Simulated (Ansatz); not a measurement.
# H4OSiZn: from a rough start to a minimum

Aim: relax H4OSiZn from a cheap starting geometry, then compute its harmonic vibrations to see whether it is a minimum and to get the zero-point energy and entropy, and look at its orbitals and charge.

The runs use Ansatz 0.2.0, Gaussian basis; RKS PBE0-D4/def2-TZVP.

The runs, in order: relaxation at PBE0-D4/def2-TZVP; harmonic vibrations at the same level; a single point in def2-TZVPP for the fields.

### 1 The system as given

7 atoms, charge 0, spin multiplicity 1.

Atoms are counted from 1 here; the program's logs count them from 0.

Bond lengths: O1–Zn2 1.731 Å, O1–H4 0.952 Å, Zn2–Si3 2.333 Å, Si3–H5 1.468 Å, Si3–H6 1.469 Å, Si3–H7 1.465 Å. Angles: Zn2–O1–H4 146.9°, O1–Zn2–Si3 136.2°, Zn2–Si3–H5 112.6°, Zn2–Si3–H6 112.3°, Zn2–Si3–H7 114.8°, H5–Si3–H6 105.8°, H5–Si3–H7 105.2°, H6–Si3–H7 105.3°.

Geometry (Å):

```xyz
7

O    -1.45121   -2.01174   -0.03521
Zn   -1.07664   -0.33471   -0.24016
Si    0.80556    1.01581    0.03363
H    -2.11647   -2.69091   -0.07950
H     1.92777    0.59830   -0.81575
H     1.31490    0.99098    1.41118
H     0.59609    2.43227   -0.27419
```

The start is a GFN2-xTB geometry.

### 2 Geometry optimisation, PBE0-D4/def2-TZVP

Contents of in.yaml:

```yaml
crystal:
  periodic: [false, false, false]
  atoms:
    - {symbol: O, position_ang: [-1.451210, -2.011740, -0.035210]}
    - {symbol: Zn, position_ang: [-1.076640, -0.334710, -0.240160]}
    - {symbol: Si, position_ang: [0.805560, 1.015810, 0.033630]}
    - {symbol: H, position_ang: [-2.116470, -2.690910, -0.079500]}
    - {symbol: H, position_ang: [1.927770, 0.598300, -0.815750]}
    - {symbol: H, position_ang: [1.314900, 0.990980, 1.411180]}
    - {symbol: H, position_ang: [0.596090, 2.432270, -0.274190]}
basis:
  gaussian: {orbitals: def2-TZVP}
hamiltonian: {xc: pbe0, dispersion: d4}
relax: {f_tol: 0.005, max_steps: 150}
```

Run with:

```bash
> ansatz run in.yaml --threads 2 --pin off --events-out ev --progress --plain --max-ram 4352MiB
```

After this run come: Force constants and modes; Fields at the relaxed geometry.

Q: Predict the results of all the runs planned. Wanted: point group; shift from the start; total energy; dispersion term; dipole moment; lowest, highest wavenumber; zero-point energy; HOMO, LUMO.

As calculated:

| quantity | value |
| --- | --- |
| point group | C1 |
| steps | 10 |
| shift from the start (rms) | 0.447 Å |
| total energy | -58398.9797 eV |
| dispersion term | -87 meV |
| dipole moment | 1.50 D |
| lowest, highest wavenumber | 24, 3920 cm⁻¹ |
| zero-point energy | 96.6 kJ/mol |
| entropy at 298.15 K | 338.1 J/(mol K) |
| HOMO, LUMO | -7.94, -0.84 eV |

The atoms moved 0.45 Å (rms) from the start; the bond that changed most is O1–Zn2, from 1.731 to 1.783 Å. No mode is imaginary: a true minimum at this level. The stiffest mode, 3920 cm⁻¹, is an O–H stretch, and 3 modes under 200 cm⁻¹ make the vibrational entropy uncertain. Harmonic hybrid wavenumbers usually lie a few per cent above measured fundamentals. The largest Mulliken charge, -0.68 e, sits on O1. The HOMO lies mostly on Zn2 27 %; Si3 26 % and the LUMO on Zn2 53 %; Si3 10 %.
